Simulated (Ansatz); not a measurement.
# CH3BrOSi: how energies converge with the basis set

An exercise on one series of results from a longer session: the logs are not shown, and one member is left open.

Method: one geometry, several basis sets; program: Ansatz 0.2.0, Gaussian basis.

Plan: PBE0-D4/def2-SVP; ωB97M-V/def2-SVP; PBE0-D4/def2-QZVPP; ωB97M-V/def2-QZVPP; the functionals' def2-TZVPP values are taken from earlier runs.

### The relaxed structure

The geometry comes from an earlier relaxation with PBE0-D4 in a triple-zeta def2 set; it is a stationary point, not always the lowest conformer.

SMILES `Br[SiH]1CO1`, 7 atoms, charge 0, spin multiplicity 1.

Atoms are counted from 1 here; the program's logs count them from 0.

Bond lengths: Br1–Si2 2.193 Å, Si2–C3 1.796 Å, Si2–O4 1.645 Å, Si2–H5 1.472 Å, C3–O4 1.490 Å, C3–H6 1.088 Å, C3–H7 1.088 Å. Angles: Br1–Si2–C3 122.0°, Br1–Si2–O4 118.0°, Br1–Si2–H5 109.5°, C3–Si2–O4 51.1°, C3–Si2–H5 125.6°, O4–Si2–H5 118.0°, Si2–C3–O4 59.2°, Si2–C3–H6 123.0°, Si2–C3–H7 120.9°, O4–C3–H6 112.6°, O4–C3–H7 112.4°, H6–C3–H7 113.9°, Si2–O4–C3 69.7°.

Set-up of the first run:

in.yaml

```yaml
crystal:
  periodic: [false, false, false]
  atoms:
    - {symbol: Br, position_ang: [-2.619590, 0.093757, -0.291486]}
    - {symbol: Si, position_ang: [-0.454702, 0.213608, -0.620341]}
    - {symbol: C, position_ang: [0.727357, -0.090752, 0.697252]}
    - {symbol: O, position_ang: [0.445610, -1.132664, -0.330645]}
    - {symbol: H, position_ang: [-0.187274, 0.970957, -1.854171]}
    - {symbol: H, position_ang: [1.755255, 0.262971, 0.663930]}
    - {symbol: H, position_ang: [0.394744, -0.385876, 1.689762]}
basis:
  gaussian: {orbitals: def2-SVP}
hamiltonian: {xc: pbe0, dispersion: d4}
output: {orbitals: {seedname: orbitals}}
```

Command:

```sh
$ ansatz run in.yaml --threads 2 --pin off --events-out ev --progress --plain --max-ram 4352MiB
```

Among the steps run: PBE0-D4 in def2-SVP; ωB97M-V in def2-SVP; PBE0-D4 in def2-QZVPP; ωB97M-V in def2-QZVPP.

One of the session's tables, all rows but one given; the rest of the session is left out.

```
functional       basis  HOMO (eV)  LUMO (eV)
   PBE0-D4    def2-SVP      -7.78      -0.17
   PBE0-D4  def2-TZVPP      -7.83      -0.47
   PBE0-D4  def2-QZVPP          ?          ?
   ωB97M-V    def2-SVP      -9.97       1.78
   ωB97M-V  def2-TZVPP     -10.05       1.32
   ωB97M-V  def2-QZVPP     -10.07       1.08
```

**Question.** Estimate the row for PBE0-D4, def2-QZVPP.

The run gave: HOMO (eV): -7.86; LUMO (eV): -0.57. In the column «HOMO (eV)» it lies between ωB97M-V, def2-SVP (-9.97) and PBE0-D4, def2-TZVPP (-7.83).
